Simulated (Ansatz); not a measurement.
# SrOs3 (AuCu3 type): equation of state and elastic constants

An exercise on one series of results from a longer session: the logs are not shown, and one member is left open.

Program: Ansatz 0.2.0. Level of theory: DFT PBEsol, scalar-relativistic, plane waves, PAW. These are calculated values, not measurements.

## The structure to begin with

Symmetry: Pm-3m, No. 221, cubic system. The conventional cell has a = 4.069 Å, b = 4.069 Å, c = 4.069 Å, α = 90.00°, β = 90.00°, γ = 90.00°. Sr (site symmetry m-3m) has 12 Os at 2.88 Å as nearest neighbours. Os (site symmetry 4/mmm) is surrounded by 4 Sr at 2.88 Å and 8 Os at 2.88 Å.

Structure file:

```cif
data_structure
_symmetry_space_group_name_H-M 'P 1'
_symmetry_Int_Tables_number 1
_cell_length_a 4.0685
_cell_length_b 4.0685
_cell_length_c 4.0685
_cell_angle_alpha 90.000
_cell_angle_beta 90.000
_cell_angle_gamma 90.000
_cell_volume 67.35
loop_
_atom_site_label
_atom_site_type_symbol
_atom_site_fract_x
_atom_site_fract_y
_atom_site_fract_z
_atom_site_occupancy
Sr1 Sr 0.00000 0.00000 0.00000 1
Os1 Os 0.00000 0.50000 0.50000 1
Os2 Os 0.50000 0.50000 0.00000 1
Os3 Os 0.50000 0.00000 0.50000 1
```

This cell comes from an earlier session at PBEsol: 16.837 Å³/atom at 0.01 GPa, on a 8×8×8 mesh.

Volume factors to run: 0.980, 1.020, 0.960, 1.040.

Set-up of the first run:

Contents of input.yaml:

```yaml
crystal:
  lattice:
    - [4.0412229133, 0.0, 0.0]
    - [0.0, 4.0412229133, 0.0]
    - [0.0, 0.0, 4.0412229133]
  atoms:
    - { symbol: Sr, position: [0.0, 0.0, 0.0] }
    - { symbol: Os, position: [0.0, 0.5, 0.5] }
    - { symbol: Os, position: [0.5, 0.5, 0.0] }
    - { symbol: Os, position: [0.5, 0.0, 0.5] }
basis:
  ecutwfc: 420
  ecutrho_ratio: 4
kpoints:
  mp_grid: { grid: [8, 8, 8] }
hamiltonian:
  xc: pbesol
scf:
  occupations: { method: gaussian, width: 0.05 }
output:
  forces: true
  stress: true
  eigenvalues: true
```

Run with:

```sh
> ansatz run input.yaml --threads 4 --pin off --max-ram 4096MiB --backend cpu --events-out ev --progress --plain --runs-dir out
```

Among the steps run: At 0.980 of the relaxed volume; Volume × 1.020; Volume × 0.960; Scaling the volume by 1.040.

One of the session's tables, all rows but one given; the rest of the session is left out.

It belongs to the step «The fit». 

```
volume (Å³/atom)  energy (meV/atom)  pressure (GPa)
          16.163              17.91            8.85
          16.500                  ?               ?
          16.837               0.00            0.01
          17.173               3.99           -3.72
          17.510              15.40           -7.05
```

Q: Estimate the row for volume (Å³/atom) = 16.500 from the others.

Worked estimate for «energy (meV/atom)». A straight line through the neighbours (16.163, 17.91) and (16.837, 0.00) gives 17.91 + (0.00 − 17.91) × (16.500 − 16.163) / (16.837 − 16.163) = 8.96; a parabola fitted to 3 rows on both sides gives 4.63.

As computed: energy (meV/atom): 4.31; pressure (GPa): 4.18. In «energy (meV/atom)» the line misses by +4.65 and the parabola by +0.32.
